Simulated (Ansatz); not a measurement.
**H6O4SSi2: a ladder of functionals and wavefunction methods**

An exercise on one series of results from a longer session: the logs are not shown, and one member is left open.

Method: functionals in def2-TZVPP, the program's frozen cores in correlated methods; program: Ansatz 0.2.0, Gaussian basis.

Plan: PBE-D4, r2SCAN-D4, PBE0-D4, B3LYP-D4, ωB97X-V, ωB97M-V, B2PLYP; CCSD(T)/def2-TZVPP; MP2/def2-QZVPP; extrapolation to the limit.

### Structure used throughout

All runs share one geometry, relaxed beforehand with PBE0-D4 in a triple-zeta def2 set.

SMILES `O[SiH2]S[Si](O)(O)O`, 13 atoms, charge 0, spin multiplicity 1.

Atoms are counted from 1 here; the program's logs count them from 0.

Bond lengths: O1–Si2 1.649 Å, O1–H8 0.965 Å, Si2–S3 2.141 Å, Si2–H9 1.484 Å, Si2–H10 1.479 Å, S3–Si4 2.140 Å, Si4–O5 1.623 Å, Si4–O6 1.643 Å, Si4–O7 1.622 Å, O5–H11 0.958 Å, O6–H12 0.960 Å, O7–H13 0.962 Å. Angles: Si2–O1–H8 116.5°, O1–Si2–S3 110.8°, O1–Si2–H9 112.5°, O1–Si2–H10 105.0°, S3–Si2–H9 107.0°, S3–Si2–H10 111.1°, H9–Si2–H10 110.5°, Si2–S3–Si4 96.9°, S3–Si4–O5 107.7°, S3–Si4–O6 109.4°, S3–Si4–O7 113.2°, O5–Si4–O6 108.3°, O5–Si4–O7 110.4°, O6–Si4–O7 107.7°, Si4–O5–H11 118.4°, Si4–O6–H12 116.1°, Si4–O7–H13 115.6°.

Set-up of the first run:

The input, in.yaml:

```yaml
crystal:
  periodic: [false, false, false]
  atoms:
    - {symbol: O, position_ang: [-1.588887, 0.314745, -1.092046]}
    - {symbol: Si, position_ang: [-1.543253, 1.305968, 0.225522]}
    - {symbol: S, position_ang: [0.308225, 1.086871, 1.279110]}
    - {symbol: Si, position_ang: [0.985683, -0.660835, 0.246409]}
    - {symbol: O, position_ang: [2.388768, -1.119735, 0.921025]}
    - {symbol: O, position_ang: [1.266950, -0.289023, -1.328606]}
    - {symbol: O, position_ang: [-0.083234, -1.880199, 0.282858]}
    - {symbol: H, position_ang: [-0.816184, 0.330963, -1.670349]}
    - {symbol: H, position_ang: [-1.667646, 2.738947, -0.138442]}
    - {symbol: H, position_ang: [-2.686604, 0.882191, 1.062717]}
    - {symbol: H, position_ang: [2.394026, -1.347789, 1.851711]}
    - {symbol: H, position_ang: [1.969227, 0.343580, -1.494524]}
    - {symbol: H, position_ang: [-0.927061, -1.705695, -0.145383]}
basis:
  gaussian: {orbitals: def2-TZVPP}
hamiltonian: {xc: pbe, dispersion: d4}
output: {forces: true, orbitals: {seedname: orbitals}}
```

The run is started by

```bash
$ ansatz run in.yaml --threads 2 --pin off --events-out ev --progress --plain --max-ram 20480MiB --backend cuda --devices 0, --max-vram 18GiB
```

Steps of the session up to this table: PBE-D4 (GGA); r2SCAN-D4 (meta-GGA); PBE0-D4 (hybrid); B3LYP-D4 (hybrid); ωB97X-V (range-separated); ωB97M-V (range-separated); B2PLYP (double hybrid); CCSD(T) in def2-TZVPP; MP2 in def2-QZVPP.

One of the session's tables, all rows but one given; the rest of the session is left out.

```
            method  atomisation energy (kcal/mol)
            PBE-D4                         1216.1
         r2SCAN-D4                         1207.8
           PBE0-D4                         1189.0
          B3LYP-D4                              ?
           ωB97X-V                         1208.4
           ωB97M-V                         1210.4
            B2PLYP                         1185.3
     HF/def2-TZVPP                          843.3
    MP2/def2-TZVPP                         1206.6
   CCSD/def2-TZVPP                         1150.1
CCSD(T)/def2-TZVPP                         1170.9
           MP2/CBS                         1248.5
       CCSD(T)/CBS                         1212.8
```

Q: Estimate the row for B3LYP-D4 from the others.

The run gave: atomisation energy (kcal/mol): 1194.5. In the column «atomisation energy (kcal/mol)» it lies between PBE0-D4 (1189.0) and MP2/def2-TZVPP (1206.6).
